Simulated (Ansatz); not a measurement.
# BaHg (Pm-3m) in Ansatz: equation of state

Aim: energy against volume of BaHg in PBE, for its equilibrium volume and stiffness.

Everything below comes from runs of Ansatz 0.2.0. Logs are shortened: lines on timing, memory, paths and dates and some standing lists are left out, and cuts for length are marked.

### 1 Starting point

Symmetry: Pm-3m, No. 221, cubic system. Conventional cell: a = 4.179 Å, b = 4.179 Å, c = 4.179 Å, α = 90.00°, β = 90.00°, γ = 90.00°. Hg (site symmetry m-3m) has 8 Ba at 3.62 Å as nearest neighbours. Ba (site symmetry m-3m) is surrounded by 8 Hg at 3.62 Å.

The cell comes from a database or a generator and needn't be the stable form of this composition.

### 2 Equation of state, PBE

Potentials or basis: all-electron LAPW, scalar-relativistic.

This step only gathers the single runs of the series.

What came out:

```yaml
Equilibrium_volume: 37.19 Å³/atom
Bulk_modulus: 23 GPa
Pressure_derivative_of_the_bulk_modulus: 4.8
```

Energy against volume, from the lowest point:
| volume (Å³/atom) | energy (meV/atom) |
| --- | --- |
| 34.296 | 19.21 |
| 35.025 | 10.33 |
| 35.755 | 4.37 |
| 36.485 | 1.02 |
| 37.215 | 0.00 |
| 37.944 | 1.06 |
| 38.674 | 3.98 |
